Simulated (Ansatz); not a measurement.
Task: the spin response to a magnetic field of LiGa, space group Fd-3m, with Ansatz 0.2.0, Python API. Give the script and its output. Level of theory (first run): LDA, PAW, the default cutoff (420 eV here), 7×7×7 k-points, Fermi-Dirac smearing of 0.05 eV, collinear spin.

The script reads `liga.xyz`:
```text
4
Lattice="0.0 3.0845 3.0845 3.0845 0.0 3.0845 3.0845 3.0845 0.0" Properties=species:S:1:pos:R:3 pbc="T T T"
Li    3.08450000    3.08450000    3.08450000
Li    4.62675000    4.62675000    4.62675000
Ga    0.00000000    0.00000000    0.00000000
Ga    1.54225000    1.54225000    1.54225000
```

`zeeman_liga.py`:
```python
import ansatz as az
import numpy as np

structure = az.Crystal.from_extxyz("liga.xyz")

calculation = (
    structure.calculation()
    .kpoints(7)
    .occupations("fermi_dirac", width=0.05)
    .functional("LDA")
    .spin("collinear")
)
rows = []
for tesla in [0, 100, 200, 400]:
    report = (calculation.magnetic_field(tesla) if tesla else calculation).run(threads=1).report
    rows.append((tesla, report["magnetization_mub"], report["free_energy_ev"], report["components"].get("e_zeeman", 0.0)))
print("         B (T)      moment muB            F eV  Zeeman term eV")
for row in rows:
    print(f"{str(row[0]):>14s}  {row[1]:14.4f}  {row[2]:14.5f}  {row[3]:14.5f}")
slope = np.polyfit([row[0] for row in rows], [row[1] for row in rows], 1)[0]
print(f"dM/dB = {1000 * slope:.4f} muB per 1000 T per cell")
```

Output of `python zeeman_liga.py`:
```text
DeckWarning: basis.ecutwfc = 420 eV, auto-derived from the records' recommended cutoffs: set by Li (normal level)
RunWarning: this spin-polarised run has no starting moment large enough to seed its density, so its SCF can try parallel moments of its own, which can die out, and starts no order whose moments [...]
         B (T)      moment muB            F eV  Zeeman term eV
             0          0.0000     -7818.69783         0.00000
           100          0.0066     -7818.69785        -0.00004
           200          0.0132     -7818.69791        -0.00015
           400          0.0260     -7818.69813        -0.00060
dM/dB = 0.0650 muB per 1000 T per cell
```
(Warnings from the package without file and line, shortened.)

Notes:
- Absolute energies stand on the zero of these potentials, so only differences at equal settings mean something. A total without «per atom» is that of the cell as typed.
- For a metal this k-point mesh is coarse: on a finer one energies can move by several to tens of meV an atom and pressures by half a GPa or more, differences at one mesh by less.
- The starting cell is as deposited in a crystallographic database; the results hold for this polymorph, which needn't be the stable one.
- Orbital magnetism is left out. The response of a metal hangs strongly on mesh and smearing, and a straight-line fit holds only where the moment is linear in the field.
- Hardware and time: 8.5 s on 1 thread of Intel(R) Xeon(R) 6975P-C (Granite Rapids), with other jobs on the host, peak memory 0.42 GiB.

(Lines on the test bed's own set-up are left out of the output.)
